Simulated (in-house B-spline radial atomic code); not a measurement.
# Tc³⁰⁺: one electron outside a closed core

Question: which levels, fine-structure intervals and matrix elements has Tc³⁰⁺, treated as one electron over a closed core?

Method: frozen-core Dirac-Hartree-Fock, second-order and screened correlation potential (Brueckner orbitals), static RPA core polarisation, Breit and QED for the lowest s, p, d states, no-pair Dirac-Coulomb. Code: an in-house B-spline radial atomic code, version 1.

### 1 Starting point

- element: technetium (Z = 43)
- charge: +30
- core: [Ne] 3s2
- nucleus: mass number 97, rms radius 4.411 fm

### 2 The run, and its states

Settings of the run, as the program recorded them:

```ini
basis_form = 2
Z = 43
core_configuration = [Ne] 3s2
rms_radius = 4.411169945885085
mass_number = 97
speed_of_light = 137.035999084
box_radius = 6.813
lmax = 6
intervals = 61
virtual_cutoff = 3698.0
```

On the command line:

```bash
$ python run_mb.py task.json out
```

From the run's result record (rounded, not every field):

```text
{
  "status": "converged",
  "warnings": ["a state reaches the box edge"],
  "core_hf_energy [hartree]": -3546.91724934,
  "lowest_core_excitation [hartree]": 2.36026,
  "core_polarisability [au]": 0.0373953,
  "core_quadrupole_polarisability [au]": 0.00179282,
  "states": [
    {"name": "3p1/2", "dhf": -62.62828, "second_order": -0.0817858, "tail": -0.0007098, "brueckner2": -62.7101, "screened": -62.70656, "overlap": 1.0, "breit": 0.050394, "qed": -0.001589, "r": 0.345452, "edge": 1.5e-14},
    {"name": "3p3/2", "dhf": -61.55958, "second_order": -0.08827491, "tail": -0.0006997, "brueckner2": -61.64788, "screened": -61.64663, "overlap": 1.0, "breit": 0.031601, "qed": 0.00057568, "r": 0.351959, "edge": 1.6e-14}
  ]
}
```

Wall time 30 s (1 thread, shared host).

Fields of a state (hartree, bohr): dhf, the second-order shift, its tail beyond lmax, Brueckner energies at second order and screened, overlap with the DHF orbital, Breit and QED shifts, mean radii, and edge, the weight near the box wall.

34 further states of the record are not shown: above the first core excitation the self-energy has poles, and states at the box wall or far from their DHF orbital are unsound.

### 3 The levels

Energy to remove the valence electron (eV); shifts add to DHF.

| state | DHF | Brueckner, 2nd order | screened | Breit + QED | final | quantum defect |
| --- | --- | --- | --- | --- | --- | --- |
| 3p1/2 | 1704.202 | 2.246 | 2.150 | -1.328 | 1705.024 | 0.231 |
| 3p3/2 | 1675.121 | 2.422 | 2.388 | -0.876 | 1676.634 | 0.207 |

Doublet splittings in cm⁻¹:

| doublet | DHF | final (correlation, and Breit and QED where computed) |
| --- | --- | --- |
| 3p | 234552 | 228981 |

### 4 Transitions

From the result record:

```text
{
  "matrix_elements": [
    [2, "3p1/2", "3p3/2", 0.12528, 0.12624, 0.12606]
  ]
}
```

Each row: multipole K, the two states, and the reduced element at DHF, with RPA, and with Brueckner orbitals and RPA (atomic units); rows between the states shown.

### 5 Hyperfine constants and polarisabilities

From the fields A (MHz per unit nuclear g-factor, uniformly magnetised nucleus), B (MHz per barn) and alpha0 of the same record:

| state | A, DHF | A, RPA | A, Brueckner + RPA | B, final | α0 (bohr³) |
| --- | --- | --- | --- | --- | --- |
| 3p1/2 | 187265 | 192292 | 193095 | - | 0.03125 |
| 3p3/2 | 31741 | 32676 | 32820 | 62026 | 0.03502 |

### 6 Results

| quantity | value |
| --- | --- |
| lowest one-electron state over this core | 3p1/2 |
| its removal energy | 1705.0 eV (DHF 1704.2 eV) |
| next one-electron state | 3p3/2 at 28.39 eV |
| polarisability of the lowest state | 0.03125 bohr³ |
| core polarisability | 0.03740 bohr³ |
| semi-empirical ionisation energy | 1689.0 ± 8 eV (NIST Atomic Spectra Database, ionization energies) |

Correlation with the core adds 0.13 % to the binding of 3p1/2, and the screened shift differs from the second-order Brueckner one by -4.3 %. The semi-empirical ionisation energy, 1689.0 ± 8 eV, is missed by +0.95 % at the final rung.
